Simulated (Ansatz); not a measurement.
# CrB+ (septet): from Hartree-Fock to the top rungs, def2-SVP

How much of the correlation energy of CrB+ (septet) does each wave-function method recover here?

Computed with Ansatz 0.2.0, Gaussian basis. Level: def2-SVP, core rule «outside noble gas», up to 10 orbitals frozen.

Plan: UHF; CCSD(T) on ROHF; CCSD(T) on UHF; CISD; CCSDT(Q) on ROHF; CCSDT(Q) on UHF; CCSDTQ on ROHF; CCSDTQ on UHF; CASSCF and MRCISD+Q, 8 electrons in 10 orbitals; CASSCF and NEVPT2, 8 electrons in 10 orbitals.

9 further runs of the same task are left out: 3 for a known fault of the program, 1 that didn't finish, 5 set aside as unsound or not needed.

### Step 1. The geometry

The geometry is a PBE0/def2-TZVP stationary point (not a proven minimum) of the parent state, kept for this charge and spin.

2 atoms, charge 1, spin multiplicity 7.

Atoms are counted from 1 here; the program's logs count them from 0.

Bond lengths: Cr1–B2 2.120 Å.

### Step 2. UHF

in.yaml

```yaml
crystal:
  periodic: [false, false, false]
  atoms:
    - {symbol: Cr, position_ang: [0.000000, 0.000000, 0.000000]}
    - {symbol: B, position_ang: [0.000000, 0.000000, 2.119800]}
basis:
  gaussian: {orbitals: def2-SVP}
total_charge: 1
magnetization: {spin_polarized: true, initial_magnetization: 6}
hamiltonian: {xc: hf}
output: {orbitals: {seedname: orbitals}}
```

Launch:

```
$ ansatz run in.yaml --threads 1 --pin off --events-out ev --progress --plain --max-ram 4096MiB --backend cpu
```

Further steps of the session: CCSD(T) on ROHF; CCSD(T) on UHF; CISD; CCSDT(Q) on ROHF; CCSDT(Q) on UHF; CCSDTQ on ROHF; CCSDTQ on UHF; CASSCF and MRCISD+Q, 8 electrons in 10 orbitals; CASSCF and NEVPT2, 8 electrons in 10 orbitals.

**Question.** What will the summary of the whole plan be? Wanted: UCCSDTQ below the RHF energy; RMP2 from UCCSDTQ; UMP2 from UCCSDTQ; RCCSD from UCCSDTQ; RCCSD(T) from UCCSDTQ; UCCSD(T) from UCCSDTQ; RCCSDT(Q) from UCCSDTQ; UCCSDT(Q) from UCCSDTQ; NEVPT2 valence from UCCSDTQ.

As calculated:

| quantity | value |
| --- | --- |
| UCCSDTQ below the RHF energy | -3.7127 eV |
| RMP2 from UCCSDTQ | +927.0 meV |
| UMP2 from UCCSDTQ | +919.2 meV |
| RCCSD from UCCSDTQ | +179.5 meV |
| RCCSD(T) from UCCSDTQ | +46.1 meV |
| UCCSD(T) from UCCSDTQ | +41.9 meV |
| RCCSDT(Q) from UCCSDTQ | +5.1 meV |
| UCCSDT(Q) from UCCSDTQ | -4.5 meV |
| NEVPT2 valence from UCCSDTQ | +554.0 meV |
| MRCISD+Q valence from UCCSDTQ | +32.5 meV |
| levels within 1 kcal/mol (43 meV) | UCCSD(T), RCCSDT, UCCSDT, RCCSDT(Q), UCCSDT(Q), RCCSDTQ, MRCISD+Q valence |
| T1 diagnostic | 0.048 |
| effectively unpaired electrons | 6.05 |

RCCSD(T) misses by +46.1 meV, 1.2 % of the correlation energy. The occupations are near whole numbers, but T1 = 0.048 shows that the orbitals relax strongly. Of the multireference levels listed MRCISD+Q valence comes nearest in total energy (+32.5 meV), which doesn't show that its space is the better one. These misses are within one basis, not against nature; the frozen cores of restricted and unrestricted runs differ, which can shift their rows.
